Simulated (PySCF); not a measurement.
# The bond of CsAl+, level by level

One table from this session's results is given with a row withheld; the runs are named, their logs left out.

Method: Cs def2-SVPD with ECP46, Al def2-SVPD, scalar-relativistic core potentials; program: PySCF 2.14.0.

The first run:

A driver script around PySCF takes these settings:

```
atoms                         : Cs, Al
charge                        : 1
basis                         : Cs def2-SVPD with ECP46, Al def2-SVPD
Hamiltonian                   : scalar-relativistic core potentials
basis functions               : 51
electrons treated             : 21
masses in u                   : 132.9054, 26.9815
levels                        : PBE0, PBE, r²SCAN, B97-3, B2PLYP, BP86, ωB97X, HF, MP2, SCS-MP2, CCSD, CCSD(T)
grid                          : 80 radial by 434 angular points
occupations                   : held fixed by the projection of orbital angular momentum
dissociation limit            : Cs+ + Al, each in its ground configuration
starting distance in angstrom : 3.500
values of 2S to try           : 1, 3
```

Run with:

```bash
> OMP_NUM_THREADS=1 python dia.py task.json out
```

Among the steps run: Input; The PBE0 curve of the state that the search chose; Higher solutions at PBE0; PBE (GGA); r²SCAN; B97-3; B2PLYP (double hybrid); BP86 (GGA); ωB97X (range-separated hybrid); UHF; Correlated methods on the Hartree–Fock reference.

One table of the session follows, with a row left open; its other results are not shown here.

It belongs to the step «Constants by level of theory». 

| level | Re (Å) | ωe (cm⁻¹) | De (eV) |
| --- | --- | --- | --- |
| UHF | 4.548 | 63.4 | 0.342 |
| UHF-MP2 | 4.439 | 67.1 | 0.383 |
| UHF-SCS-MP2 | 4.458 | 66.2 | 0.373 |
| UHF-CCSD | 4.438 | 67.1 | 0.375 |
| UHF-CCSD(T) | 4.432 | 67.3 | 0.377 |
| PBE | 4.361 | 67.1 | 0.460 |
| BP86 | 4.395 | 65.4 | 0.420 |
| r²SCAN | 4.403 | 67.4 | 0.397 |
| PBE0 | 4.338 | 69.9 | 0.428 |
| B97-3 | 4.358 | 71.8 | 0.404 |
| ωB97X | ? | ? | ? |
| B2PLYP | 4.401 | 67.3 | 0.402 |

**Question.** Estimate the row for ωB97X.

As computed: Re (Å): 4.221; ωe (cm⁻¹): 80.7; De (eV): 0.412. In the column «Re (Å)» it is the lowest.

De is counted to Cs+ + Al in their ground configurations.
